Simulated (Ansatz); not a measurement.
**Al3Cu: energy and stress against strain**

This session takes Al3Cu and sets out to strain the cell along the Voigt pattern (0, 0, 0, 0, 0, 1).

Computed with Ansatz 0.2.0 (DFT r2SCAN, scalar-relativistic, plane waves, PAW, unless a step's input says otherwise).

1 further run of the same task is left out (set aside as unsound or not needed). Runs told in other sessions of the task aren't counted.

## (1) The structure to begin with

Symmetry: Pm-3m, No. 221, cubic system. The conventional cell has a = 3.889 Å, b = 3.889 Å, c = 3.889 Å, α = 90.00°, β = 90.00°, γ = 90.00°. Around Al (site symmetry 4/mmm) lie 8 Al at 2.75 Å and 4 Cu at 2.75 Å. Cu (site symmetry m-3m) has 12 Al at 2.75 Å in its first shell of neighbours.

Structure file:

```cif
data_structure
_symmetry_space_group_name_H-M 'Pm-3m'
_symmetry_Int_Tables_number 221
_cell_length_a 3.8891
_cell_length_b 3.8891
_cell_length_c 3.8891
_cell_angle_alpha 90.000
_cell_angle_beta 90.000
_cell_angle_gamma 90.000
_cell_volume 58.82
loop_
_atom_site_label
_atom_site_type_symbol
_atom_site_symmetry_multiplicity
_atom_site_Wyckoff_symbol
_atom_site_fract_x
_atom_site_fract_y
_atom_site_fract_z
_atom_site_occupancy
Al1 Al 3 c 0.00000 0.50000 0.50000 1
Cu1 Cu 1 a 0.00000 0.00000 0.00000 1
```

It goes back to an entry of the Materials Project, which need not be the stable form.

This cell was relaxed beforehand with the same method: volume 14.71 Å³/atom, gap on the mesh none (metal).

## (2) The undisturbed cell

File input.yaml:

```yaml
crystal:
  lattice:
    - [3.8891206689, 0.0, 0.0]
    - [0.0, 3.8891206689, 0.0]
    - [0.0, 0.0, 3.8891206689]
  atoms:
    - { symbol: Al, position: [0.0, 0.5, 0.5] }
    - { symbol: Al, position: [0.5, 0.0, 0.5] }
    - { symbol: Al, position: [0.5, 0.5, 0.0] }
    - { symbol: Cu, position: [0.0, 0.0, 0.0] }
basis:
  ecutwfc: 500
kpoints:
  mp_grid: { grid: [12, 12, 12] }
hamiltonian:
  xc: r2scan
scf:
  occupations: { method: gaussian, width: 0.15 }
output:
  forces: true
  stress: true
  eigenvalues: true
  write_density: true
  write_potential: true
  elf: true
  volumetric_format: npy
```

The run is started by

```console
> ansatz run input.yaml --threads 1 --pin off --max-ram 2560MiB --backend cpu --events-out ev --progress --plain --runs-dir out
```

## (3) The scan: energy and stress against strain

The cell is strained by ε times the Voigt pattern (0, 0, 0, 0, 0, 1) (xx, yy, zz, yz, xz, xy; engineering shear), with fractional coordinates fixed (clamped ions). The stress on the pattern is the sum of the stress components weighted by it, tension positive.

## (4) Point ε = -0.1000

input.yaml: that of step 2 with these lines changed.

```diff
@@ -2,4 +2,4 @@
   lattice:
-    - [3.8891206689, 0.0, 0.0]
-    - [0.0, 3.8891206689, 0.0]
+    - [3.8891206689, -0.1944560334, 0.0]
+    - [-0.1944560334, 3.8891206689, 0.0]
     - [0.0, 0.0, 3.8891206689]
@@ -22,5 +22 @@
   eigenvalues: true
-  write_density: true
-  write_potential: true
-  elf: true
-  volumetric_format: npy
```

## (5) ε = 0.0750

input.yaml: that of step 4 with these lines changed.

```diff
@@ -2,4 +2,4 @@
   lattice:
-    - [3.8891206689, -0.1944560334, 0.0]
-    - [-0.1944560334, 3.8891206689, 0.0]
+    - [3.8891206689, 0.1458420251, 0.0]
+    - [0.1458420251, 3.8891206689, 0.0]
     - [0.0, 0.0, 3.8891206689]
```

## (6) ε = -0.0500

input.yaml: that of step 5 with these lines changed.

```diff
@@ -2,4 +2,4 @@
   lattice:
-    - [3.8891206689, 0.1458420251, 0.0]
-    - [0.1458420251, 3.8891206689, 0.0]
+    - [3.8891206689, -0.0972280167, 0.0]
+    - [-0.0972280167, 3.8891206689, 0.0]
     - [0.0, 0.0, 3.8891206689]
```

## (7) ε = 0.0250

input.yaml: that of step 6 with these lines changed.

```diff
@@ -2,4 +2,4 @@
   lattice:
-    - [3.8891206689, -0.0972280167, 0.0]
-    - [-0.0972280167, 3.8891206689, 0.0]
+    - [3.8891206689, 0.0486140084, 0.0]
+    - [0.0486140084, 3.8891206689, 0.0]
     - [0.0, 0.0, 3.8891206689]
```

## (8) At ε = 0.0875

input.yaml: that of step 7 with these lines changed.

```diff
@@ -2,4 +2,4 @@
   lattice:
-    - [3.8891206689, 0.0486140084, 0.0]
-    - [0.0486140084, 3.8891206689, 0.0]
+    - [3.8891206689, 0.1701490293, 0.0]
+    - [0.1701490293, 3.8891206689, 0.0]
     - [0.0, 0.0, 3.8891206689]
```

## (9) At ε = 0.0625

input.yaml: that of step 8 with these lines changed.

```diff
@@ -2,4 +2,4 @@
   lattice:
-    - [3.8891206689, 0.1701490293, 0.0]
-    - [0.1701490293, 3.8891206689, 0.0]
+    - [3.8891206689, 0.1215350209, 0.0]
+    - [0.1215350209, 3.8891206689, 0.0]
     - [0.0, 0.0, 3.8891206689]
@@ -22 +22,5 @@
   eigenvalues: true
+  write_density: true
+  write_potential: true
+  elf: true
+  volumetric_format: npy
```

(Steps that only read results are left out.)

Before running it: what results should come out? Wanted: slope of the stress at ε = 0, from the points at -0.0500, 0 and 0.0250.

As calculated:

| quantity | value |
| --- | --- |
| slope of the stress at ε = 0, from the points at -0.0500, 0 and 0.0250 | 42 GPa |

In words: The slope of the stress at zero strain, 42 GPa, estimates C66 with clamped ions in this Cartesian frame; letting the atoms relax could not make it stiffer. The step is wide, so higher orders mix in. No sampled point lies below the undisturbed cell.
